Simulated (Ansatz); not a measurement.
# CH7BOSi: up Jacob's ladder to CCSD(T)

How much do the methods differ for CH7BOSi? The plan is to run it at one geometry with functionals of several rungs and with coupled cluster. The yardstick is the atomisation energy at the CCSD(T) limit.

Program: Ansatz 0.2.0, Gaussian basis. Level of theory: functionals in def2-TZVPP, the program's frozen cores in correlated methods. These are calculated values, not measurements.

Levels to be run: LDA (SPW92), PBE-D4, revPBE-D4, BLYP-D4, r2SCAN-D4, B97M-V, PBE0-D4, B3LYP-D4, r2SCANh-D4, r2SCAN0-D4, HSE06-D4, BHLYP-D4, CAM-B3LYP-D4, LC-ωPBE, ωB97X-V, ωB97M-V, B2PLYP, PBE-QIDH; CCSD(T)/def2-SVP; CCSD(T)/def2-TZVPP; MP2/def2-QZVPP; extrapolation to the limit; RPA on PBE.

## Step 1: Structure used throughout

All runs share one geometry, relaxed beforehand with PBE0-D4 in a triple-zeta def2 set.

SMILES `C[SiH2]BO`, 11 atoms, charge 0, spin multiplicity 1.

Atoms are counted from 1 here; the program's logs count them from 0.

Bond lengths: C1–Si2 1.877 Å, C1–H5 1.092 Å, C1–H6 1.092 Å, C1–H7 1.092 Å, Si2–B3 2.027 Å, Si2–H8 1.495 Å, Si2–H9 1.495 Å, B3–O4 1.354 Å, B3–H10 1.207 Å, O4–H11 0.962 Å. Angles: Si2–C1–H5 110.6°, Si2–C1–H6 110.5°, Si2–C1–H7 111.4°, H5–C1–H6 107.7°, H5–C1–H7 108.3°, H6–C1–H7 108.3°, C1–Si2–B3 113.8°, C1–Si2–H8 110.0°, C1–Si2–H9 110.0°, B3–Si2–H8 108.5°, B3–Si2–H9 108.4°, H8–Si2–H9 105.9°, Si2–B3–O4 118.7°, Si2–B3–H10 122.5°, O4–B3–H10 118.8°, B3–O4–H11 113.7°.

Geometry (Å):

```xyz
11
CH7BOSi
C    -0.29705    1.51231   -0.69276
Si    0.52422   -0.17442   -0.73874
B     0.10885   -1.33057    0.87328
O    -0.68812   -0.82921    1.84574
H    -1.38367    1.40872   -0.65140
H     0.01793    2.06803    0.19332
H    -0.04286    2.10266   -1.57552
H     0.10819   -0.91137   -1.97113
H     2.00774   -0.01702   -0.83712
H     0.54609   -2.44839    0.99912
H    -0.83602   -1.43773    2.57581
```

## Step 2: LDA

This LDA is Slater exchange with PW92 correlation.

in.yaml reads:

```yaml
crystal:
  periodic: [false, false, false]
  atoms:
    - {symbol: C, position_ang: [-0.297054, 1.512310, -0.692759]}
    - {symbol: Si, position_ang: [0.524219, -0.174420, -0.738744]}
    - {symbol: B, position_ang: [0.108853, -1.330571, 0.873285]}
    - {symbol: O, position_ang: [-0.688122, -0.829213, 1.845738]}
    - {symbol: H, position_ang: [-1.383671, 1.408724, -0.651398]}
    - {symbol: H, position_ang: [0.017933, 2.068025, 0.193317]}
    - {symbol: H, position_ang: [-0.042860, 2.102659, -1.575524]}
    - {symbol: H, position_ang: [0.108189, -0.911373, -1.971127]}
    - {symbol: H, position_ang: [2.007736, -0.017017, -0.837117]}
    - {symbol: H, position_ang: [0.546094, -2.448392, 0.999116]}
    - {symbol: H, position_ang: [-0.836018, -1.437730, 2.575814]}
basis:
  gaussian: {orbitals: def2-TZVPP}
hamiltonian: {xc: lda}
output: {orbitals: {seedname: orbitals}}
```

Launch:

```
$ ansatz run in.yaml --threads 2 --pin off --events-out ev --progress --plain --max-ram 4352MiB
```

The runs that follow: PBE-D4 (GGA); revPBE-D4 (GGA); BLYP-D4 (GGA); r2SCAN-D4 (meta-GGA); B97M-V (meta-GGA); PBE0-D4 (hybrid); B3LYP-D4 (hybrid); r2SCANh-D4 (hybrid); r2SCAN0-D4 (hybrid); HSE06-D4 (hybrid); BHLYP-D4 (hybrid); CAM-B3LYP-D4 (range-separated); LC-ωPBE (range-separated); ωB97X-V (range-separated); ωB97M-V (range-separated); B2PLYP (double hybrid); PBE-QIDH (double hybrid); CCSD(T) in def2-SVP; CCSD(T) in def2-TZVPP; MP2 in def2-QZVPP; RPA on PBE orbitals.

Before running them: what should the planned runs give, taken together? Wanted: atomisation energy, CCSD(T)/CBS; farthest beyond LDA; mean size of error, GGA; mean size of error, meta-GGA; mean size of error, hybrid; mean size of error, range-separated; mean size of error, double hybrid; gap, smallest and largest; T1 diagnostic.

**Answer**, as computed:

```
                               quantity                                                                                           value
        atomisation energy, CCSD(T)/CBS                                                                                  943.8 kcal/mol
functionals within 4.7 kcal/mol (0.5 %)  BLYP-D4, r2SCAN-D4, B97M-V, PBE0-D4, B3LYP-D4, r2SCANh-D4, HSE06-D4, LC-ωPBE, ωB97X-V, ωB97M-V
                    farthest beyond LDA                                                                       BHLYP-D4 (-17.8 kcal/mol)
                mean size of error, GGA                                                                                    7.7 kcal/mol
           mean size of error, meta-GGA                                                                                    3.8 kcal/mol
             mean size of error, hybrid                                                                                    5.1 kcal/mol
    mean size of error, range-separated                                                                                    4.2 kcal/mol
      mean size of error, double hybrid                                                                                    7.3 kcal/mol
              gap, smallest and largest                                                       4.27 eV (LDA (SPW92)), 11.69 eV (LC-ωPBE)
                          T1 diagnostic                                                                                          0.0131
triples share of the correlation energy                                                                                           3.5 %
```

What this shows: The LDA atomisation energy is off by 117.6 kcal/mol (12 %): it overbinds. PBE-D4 misses by +8.7 kcal/mol. Double hybrids carry the basis error of their MP2 part in triple zeta, and no dispersion term here, so their miss is partly the set-up's. The rungs meta-GGA, range-separated miss on average by less than the doubt on the reference (4.7 kcal/mol), so they tie. The reference freezes the cores and leaves out relativity and excitations past (T), so misses under about 4.7 kcal/mol can't be ranked. Hartree-Fock recovers 76 % of the binding; the rest is correlation. CCSD(T) in def2-SVP is off by -46.6 kcal/mol, which most functionals beat. The gap grows from 4.3 to 11.7 eV across the functionals, mostly with the share of exact exchange.
